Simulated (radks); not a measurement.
# Excited configurations of As³⁺

An exercise on one series of results from a longer session: the logs are not shown, and one member is left open.

Method: scalar-relativistic Kohn-Sham, BLYP, spin-polarised, spherical densities, finite nucleus; open shells are filled with parallel spins first. Code: radks (a radial shooting solver on a logarithmic mesh, Libxc functionals) version 1.

## What is computed

```
element            : arsenic (Z = 33)
charge             : +3
electrons          : 30
configuration      : [Ar] 3d10 4s2
nuclear rms radius : 4.0968 fm
```

The outer shells:

As³⁺
```
[Ar] core
3d [↑↓][↑↓][↑↓][↑↓][↑↓]
4s [↑↓]
```

The first run:

Input:

```text
Z 33
configuration [Ar] 3d10 4s2
relativity scalar-relativistic
functional b88,lyp
spin polarised
nucleus finite rms 4.0968 fm
c 137.035999084
```

Steps of the session up to this table: Ground configuration: [Ar] 3d10 4s2.

One of the session's tables, all rows but one given; the rest of the session is left out.

It belongs to the step «Ground configuration: [Ar] 3d10 4s2». From the orbitals of this run (lengths in bohr):

| level | <r> | outermost maximum (interpolated) | 90 % within | nodes |
| --- | --- | --- | --- | --- |
| 1s | 0.04550 | 0.0297 | 0.0813 | 0 |
| 2s | 0.2028 | 0.170 | 0.314 | 1 |
| 2p | ? | ? | ? | ? |
| 3s | 0.5982 | 0.521 | 0.893 | 2 |
| 3p | 0.6167 | 0.521 | 0.946 | 1 |
| 3d | 0.6726 | 0.476 | 1.13 | 0 |
| 4s | 1.744 | 1.53 | 2.55 | 3 |

Q: Estimate the row for 2p from the others.

**Answer.** <r>: 0.1772; outermost maximum (interpolated): 0.136; 90 % within: 0.289; nodes: 0. In the column «<r>» it lies between 1s (0.04550) and 2s (0.2028).
